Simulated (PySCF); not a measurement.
# BAs: bond curves at several levels of theory

One table from this session's results is given with a row withheld; the runs are named, their logs left out.

The runs use PySCF 2.14.0; B pcseg-1, As pcseg-1, no relativity.

The first run:

A driver script around PySCF takes these settings:

| Quantity | Value |
| --- | --- |
| atoms | B, As |
| charge | 0 |
| basis | B pcseg-1, As pcseg-1 |
| Hamiltonian | no relativity |
| basis functions | 41 |
| electrons treated | 38 |
| masses in u | 11.0093, 74.9216 |
| levels | PBE0, PBE, r²SCAN, B97-3, M06, PBEsol, LC-ωPBE, HF, MP2, SCS-MP2, CCSD, CCSD(T) |
| grid | 80 radial by 434 angular points |
| occupations | held fixed by the projection of orbital angular momentum |
| dissociation limit | B + As, each in its ground configuration |
| starting distance in angstrom | 1.990 |
| values of 2S to try | 0, 2, 4 |

Started as:

```
$ OMP_NUM_THREADS=1 python dia.py task.json out
```

Steps of the session up to this table: The job; The PBE0 curve of the state that the search chose; Higher solutions at PBE0; PBE (GGA); r²SCAN; B97-3 (global hybrid GGA); M06 (hybrid meta-GGA); PBEsol; LC-ωPBE; ROHF; Adding correlation.

One of the session's tables, all rows but one given; the rest of the session is left out.

It belongs to the step «The curves together». Energy (eV) from each level's lowest point:

| R (Å) | ROHF | ROHF-MP2 | ROHF-SCS-MP2 | ROHF-CCSD | ROHF-CCSD(T) |
| --- | --- | --- | --- | --- | --- |
| 1.595 | 1.100 | 1.297 | 1.302 | n/a | n/a |
| 1.669 | 0.447 | 0.598 | 0.602 | 0.601 | 0.647 |
| 1.744 | 0.106 | 0.200 | 0.204 | 0.203 | 0.232 |
| 1.799 | 0.004 | 0.051 | 0.054 | 0.053 | 0.068 |
| 1.855 | 0.000 | 0.000 | 0.000 | 0.000 | 0.000 |
| 1.911 | ? | ? | ? | ? | ? |
| 1.985 | 0.248 | 0.149 | 0.138 | 0.132 | 0.098 |
| 2.078 | 0.546 | 0.408 | 0.383 | 0.358 | 0.304 |
| 2.189 | 0.943 | 0.816 | 0.768 | 0.693 | 0.623 |
| 2.337 | 1.444 | 1.429 | 1.347 | n/a | n/a |

**Question.** Estimate the row for R (Å) = 1.911.

Worked estimate for «ROHF». A straight line through the neighbours (1.855, 0.000) and (1.985, 0.248) gives 0.000 + (0.248 − 0.000) × (1.911 − 1.855) / (1.985 − 1.855) = 0.107; a parabola fitted to 4 rows on both sides gives 0.080.

The run gave: ROHF: 0.071; ROHF-MP2: 0.025; ROHF-SCS-MP2: 0.021; ROHF-CCSD: 0.021; ROHF-CCSD(T): 0.006. In «ROHF» the line misses by +0.036 and the parabola by +0.009.
